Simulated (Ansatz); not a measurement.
**SnH+ (singlet): from Hartree-Fock to the top rungs, def2-TZVPP**

Aim: climb from Hartree-Fock through coupled cluster and multireference methods for SnH+ (singlet) at one geometry and basis, and see what each rung misses.

Computed with Ansatz 0.2.0, Gaussian basis. Level: def2-TZVPP, core rule «outside noble gas», up to 9 orbitals frozen.

To be run: UHF; CCSD(T) on RHF; BCCD(T) on RHF; CISD; CCSDT(Q) on RHF; CASSCF and MRCISD+Q, 4 electrons in 5 orbitals; CASSCF and NEVPT2, 4 electrons in 5 orbitals; Full CI.

6 further runs of the same task are left out: 3 that didn't finish, 3 set aside as unsound or not needed. Runs told in other sessions of the task aren't counted.

## Step 1: The system

The geometry is a PBE0/def2-TZVP stationary point (not a proven minimum) of the parent state, kept for this charge and spin. No spin-orbit coupling is included. Elements past krypton take def2 core potentials.

2 atoms, charge 1, spin multiplicity 1.

Atoms are counted from 1 here; the program's logs count them from 0.

Bond lengths: Sn1–H2 1.881 Å.

## Step 2: UHF

in.yaml

```yaml
crystal:
  periodic: [false, false, false]
  atoms:
    - {symbol: Sn, position_ang: [0.000000, 0.000000, 0.000000]}
    - {symbol: H, position_ang: [0.000000, 0.000000, 1.881400]}
basis:
  gaussian: {orbitals: def2-TZVPP}
total_charge: 1
magnetization: {spin_polarized: true, initial_magnetization: 0}
hamiltonian: {xc: hf}
output: {orbitals: {seedname: orbitals}}
```

Launch:

```sh
$ ansatz run in.yaml --threads 1 --pin off --events-out ev --progress --plain --max-ram 2393MiB
```

After this run come: CCSD(T) on RHF; BCCD(T) on RHF; CISD; CCSDT(Q) on RHF; CASSCF and MRCISD+Q, 4 electrons in 5 orbitals; CASSCF and NEVPT2, 4 electrons in 5 orbitals; Full CI.

Q: Predict the results of all the runs planned. Wanted: FCI from the RHF energy; RMP2 from FCI; RCCSD from FCI; RCCSD(T) from FCI; RCCSDT(Q) from FCI; NEVPT2 valence from FCI; MRCISD+Q valence from FCI; T1 diagnostic; effectively unpaired electrons.

As calculated:

| quantity | value |
| --- | --- |
| FCI from the RHF energy | -2.1610 eV |
| RMP2 from FCI | +549.3 meV |
| RCCSD from FCI | +43.4 meV |
| RCCSD(T) from FCI | +9.5 meV |
| RCCSDT(Q) from FCI | +0.3 meV |
| NEVPT2 valence from FCI | +281.7 meV |
| MRCISD+Q valence from FCI | +5.2 meV |
| levels within 1 kcal/mol (43 meV) | RCCSD, RCCSD(T), BCCD(T), RCCSDT, RCCSDT(Q), MRCISD valence, MRCISD+Q valence |
| T1 diagnostic | 0.012 |
| effectively unpaired electrons | 0.06 |

RCCSD(T) lands +9.5 meV from the yardstick (0.4 % of the correlation energy). One determinant dominates. Of the multireference levels listed MRCISD+Q valence comes nearest in total energy (+5.2 meV), which doesn't show that its space is the better one. These misses are within one basis, not against nature.
